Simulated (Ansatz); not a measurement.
Consider an atomisation energy of C₂H₄FO, SMILES [CH2]OCF (Ansatz 0.2.0, Python API).

Script `run_tae.py`:
```python
'''Energy to split C2H4FO into its atoms.'''

from collections import Counter

import ansatz as az


def energy(molecule, charge=0, unpaired=0):
    calc = (
        molecule.calculation()
        .basis(gaussian='def2-TZVPP')
        .functional('PBE')
        .accuracy('high')
    )
    if charge:
        calc = calc.charge(charge)
    if unpaired:
        calc = calc.spin('collinear', total=unpaired)
    report = calc.run().report
    if report['published_state_doubts']:
        print('  doubts:', report['published_state_doubts'])
    return report['free_energy_ev']

GEOMETRY = '''
C    -0.14680    1.24130   -0.16490
O    -0.79730    0.14570    0.26530
C     0.05920   -0.96890    0.26450
F     0.54680   -1.22540   -1.00250
H     0.67210    1.18370   -0.83040
H    -0.84250    2.16430   -0.14510
H    -0.41550   -1.83890    0.67120
H     1.01620   -0.75900    0.88620
'''

mol = az.Crystal.molecule()
for line in GEOMETRY.strip().splitlines():
    symbol, *xyz = line.split()
    mol = mol.atom(symbol, [float(v) for v in xyz])

# unpaired electrons of the ground-state atoms
unpaired = {'C': 2, 'O': 2, 'F': 1, 'H': 1}
counts = Counter(site.symbol for site in mol.cartesian_sites)
atom_energy = {s: energy(az.Crystal.molecule().atom(s, (0, 0, 0)), 0, unpaired[s]) for s in counts}
whole = energy(mol, 0, 1)
for s, e in atom_energy.items():
    print(f'{s:2s} x{counts[s]}  {e:14.5f} eV')
print(f'C2H4FO: {whole:.5f} eV')
split = sum(counts[s] * e for s, e in atom_energy.items()) - whole
print(f'atomisation energy (no zero-point term): {96.485332 * split:.1f} kJ/mol, {split / sum(counts.values()):.3f} eV an atom')
```

What does it cost to take this molecule apart into atoms?

3039.7 kJ/mol from the electronic energies, without the zero-point term.

The output:

Running `python run_tae.py` prints:
```text
C  x2     -1028.48074 eV
O  x1     -2041.11714 eV
F  x1     -2712.13500 eV
H  x4       -13.59523 eV
C2H4FO: -6896.09846 eV
atomisation energy (no zero-point term): 3039.7 kJ/mol, 3.938 eV an atom
```

Caveats:
- These settings explore the input space; basis and method may be short of convergence.
- The geometry is a force-field or estimated start, not a minimum of this method, and the basis set is short of its limit. All parts are taken at fixed geometry, without zero-point energy.
- The species is open-shell (spin multiplicity 2).
- This functional overbinds, so such energies come out a few per cent too high (LDA far more).
- Finished in 23 s on 1 thread of Arm Neoverse V2, with other jobs on the host, peak memory 0.86 GiB.

(Lines on the test bed's own set-up are left out of the output.)
